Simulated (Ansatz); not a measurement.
# CH5BO2: vertical ionisation energy

The task here is to estimate one member of a computed series from the others.

Program: Ansatz 0.2.0, Gaussian basis. Level of theory: unrestricted cation, the program's frozen cores in correlated methods. These are calculated values, not measurements.

The runs, in order: UKS PBE-D4/def2-TZVPP; UKS r2SCAN-D4/def2-TZVPP; UKS PBE0-D4/def2-TZVPP; UKS B3LYP-D4/def2-TZVPP; UKS wB97X-V/def2-TZVPP; UKS wB97M-V/def2-TZVPP; UKS B2PLYP/def2-TZVPP; UHF-CCSD(T)/def2-TZVPP; UHF-CCSD(T)/def2-QZVPP; extrapolation to the limit; then −ε(HOMO) from the neutral's earlier runs with LDA (SPW92), PBE-D4, revPBE-D4, BLYP-D4, r2SCAN-D4, B97M-V, PBE0-D4, B3LYP-D4, r2SCANh-D4, r2SCAN0-D4, HSE06-D4, BHLYP-D4, CAM-B3LYP-D4, LC-ωPBE, ωB97X-V, ωB97M-V.

## Structure used throughout

The geometry comes from an earlier relaxation with PBE0-D4 in a triple-zeta def2 set; it is a stationary point, not always the lowest conformer.

SMILES `CB(O)O`, 9 atoms, charge 0, spin multiplicity 1.

Atoms are counted from 1 here; the program's logs count them from 0.

Bond lengths: C1–B2 1.566 Å, C1–H5 1.091 Å, C1–H6 1.096 Å, C1–H7 1.091 Å, B2–O3 1.370 Å, B2–O4 1.370 Å, O3–H8 0.960 Å, O4–H9 0.960 Å. Angles: B2–C1–H5 111.9°, B2–C1–H6 109.3°, B2–C1–H7 112.0°, H5–C1–H6 106.9°, H5–C1–H7 109.4°, H6–C1–H7 107.0°, C1–B2–O3 118.5°, C1–B2–O4 118.5°, O3–B2–O4 123.0°, B2–O3–H8 115.6°, B2–O4–H9 115.6°.

As a file:

```csv
atom,x (Å),y (Å),z (Å)
C1,0.6448,0.5166,-0.9336
B2,-0.1430,-0.1605,0.2379
O3,-1.3080,-0.8200,-0.0539
O4,0.3533,-0.0490,1.5101
H5,0.4944,-0.0041,-1.8806
H6,0.2809,1.5408,-1.0712
H7,1.7132,0.5835,-0.7223
H8,-1.7711,-1.1969,0.6974
H9,-0.1761,-0.4566,2.1990
```

Set-up of the first run:

in.yaml

```yaml
crystal:
  periodic: [false, false, false]
  atoms:
    - {symbol: C, position_ang: [0.644848, 0.516614, -0.933557]}
    - {symbol: B, position_ang: [-0.143017, -0.160465, 0.237857]}
    - {symbol: O, position_ang: [-1.308036, -0.820043, -0.053907]}
    - {symbol: O, position_ang: [0.353287, -0.048998, 1.510091]}
    - {symbol: H, position_ang: [0.494438, -0.004060, -1.880569]}
    - {symbol: H, position_ang: [0.280879, 1.540829, -1.071161]}
    - {symbol: H, position_ang: [1.713162, 0.583462, -0.722328]}
    - {symbol: H, position_ang: [-1.771076, -1.196905, 0.697412]}
    - {symbol: H, position_ang: [-0.176087, -0.456635, 2.198964]}
basis:
  gaussian: {orbitals: def2-TZVPP}
total_charge: 1
magnetization: {spin_polarized: true, initial_magnetization: 1}
hamiltonian: {xc: pbe, dispersion: d4}
```

Started as:

```sh
$ ansatz run in.yaml --threads 2 --pin off --events-out ev --progress --plain --max-ram 32768MiB --backend cpu
```

Among the steps run: Cation, UKS PBE-D4/def2-TZVPP; Cation, UKS r2SCAN-D4/def2-TZVPP; Cation, UKS PBE0-D4/def2-TZVPP; Cation, UKS B3LYP-D4/def2-TZVPP; Cation, UKS wB97X-V/def2-TZVPP; Cation, UKS wB97M-V/def2-TZVPP; Cation, UKS B2PLYP (frozen core)/def2-TZVPP; Cation, UHF-CCSD(T)/def2-TZVPP; Cation, UHF-CCSD(T)/def2-QZVPP.

One table of the session follows, with a row left open; its other results are not shown here.

For comparison, −ε(HOMO) of the neutral from earlier runs:

```
  functional  −ε(HOMO) (eV)
 LDA (SPW92)           7.84
      PBE-D4           7.63
   revPBE-D4           7.55
     BLYP-D4              ?
   r2SCAN-D4           8.01
      B97M-V           8.07
     PBE0-D4           9.34
    B3LYP-D4           9.07
  r2SCANh-D4           8.65
  r2SCAN0-D4           9.62
    HSE06-D4           8.93
    BHLYP-D4          10.99
CAM-B3LYP-D4          10.87
     LC-ωPBE          12.26
     ωB97X-V          11.89
     ωB97M-V          11.82
```

Estimate the missing values for BLYP-D4.

Worked estimate for «−ε(HOMO) (eV)». Against the share of exact exchange, B3LYP-D4 (0.2, 9.07), BHLYP-D4 (0.5, 10.99) give a slope of 6.40 per unit share; at 0 the line stands at 7.79.

**Answer.** −ε(HOMO) (eV): 7.54. In «−ε(HOMO) (eV)» the line misses by +0.25.

To keep in mind: The cation may have settled in a state other than its lowest; no search over hole states beyond the program's own was made.
